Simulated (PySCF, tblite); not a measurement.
# C5H8OSi: geometry, infrared bands and NMR shifts

Aim: predict the infrared bands and NMR shifts of C5H8OSi (`C=C1C=CO[SiH2]C1`).

Programs: tblite 0.8.0 and PySCF 2.14.0, with density-fitted response routines of our own. Each step states its level of theory. These are calculated values for one molecule in the gas phase, unless marked as measured. Atoms are numbered from 0 throughout.

### 1 The starting structure

15 atoms, charge 0, multiplicity 1; geometry from: force field or distance geometry start.

Bonds of the start (Å): C0–C1 1.31, C1–C2 1.47, C2–C3 1.31, C3–O4 1.40, O4–Si5 1.74, Si5–C6 1.89, C6–C1 1.51, C0–H7 1.08, C0–H8 1.10, C2–H9 1.10, C3–H10 1.08, Si5–H11 1.45, Si5–H12 1.44, C6–H13 1.11, C6–H14 1.09.

### 2 Optimising the geometry with GFN2-xTB

Job settings and geometry (Å):

```
{"job": {"kind": "relax", "xc": "GFN2-xTB", "basis": "xTB"}, "charge": 0, "multiplicity": 1}
C     -0.839600     1.853100    -0.291800
C     -0.210500     0.805300     0.175500
C      1.256200     0.725600     0.079500
C      1.888400    -0.389200    -0.204200
O      1.245400    -1.613400    -0.394800
Si    -0.492800    -1.731400    -0.364100
C     -0.927700    -0.340100     0.840100
H     -0.364700     2.695200    -0.762100
H     -1.931000     1.839800    -0.174100
H      1.851400     1.633300     0.226100
H      2.970100    -0.406300    -0.269400
H     -0.973100    -3.024200     0.092100
H     -0.996200    -1.350000    -1.659600
H     -0.481200    -0.571700     1.826700
H     -1.999200    -0.118100     0.858000
```

Command:

```sh
> OMP_NUM_THREADS=1 python probes_run.py task.json out
```

The driver reads the jobs from task.json and runs them one after another.

**Question.** This job is followed by: GFN2-xTB harmonic vibrations, gas phase; GIAO PBE0/pcSseg-1 NMR shielding, non-relativistic, gas phase. Predict these results of the whole session: strongest single infrared mode (GFN2-xTB); zero-point energy (GFN2-xTB); 13C shifts against TMS (PBE0/pcSseg-1); 1H shifts against TMS (PBE0/pcSseg-1, means over atoms taken as alike); 17O shifts against H2O (PBE0/pcSseg-1); 29Si shifts against TMS (PBE0/pcSseg-1).

**Answer**, as computed:

```
                                                              quantity                                   value
                             strongest single infrared mode (GFN2-xTB)                   2262 cm⁻¹, 337 km/mol
                                          zero-point energy (GFN2-xTB)                           70.4 kcal/mol
                                13C shifts against TMS (PBE0/pcSseg-1)    150.4, 143.9, 118.6, 114.2, 19.1 ppm
1H shifts against TMS (PBE0/pcSseg-1, means over atoms taken as alike)  6.47, 5.54, 5.16, 5.15, 5.03, 1.93 ppm
                                17O shifts against H2O (PBE0/pcSseg-1)                                98.0 ppm
                               29Si shifts against TMS (PBE0/pcSseg-1)                               -18.0 ppm
```

In words: The optimisation took 76 steps and gained 0.454 eV; among the close pairs (by a distance rule), O4–Si5 changed most, from 1.742 to 1.640 Å. No mode is imaginary among the 39: a minimum at this level. The strongest single mode, at 2262 cm⁻¹, moves mainly H12. Unscaled tight-binding wavenumbers are off by several per cent, some by more. Its intensities can rank the bands wrongly. H10 (hydrogen on an alkene carbon bearing oxygen) lies farthest downfield among hydrogen, at 6.47 ppm; olefinic region.
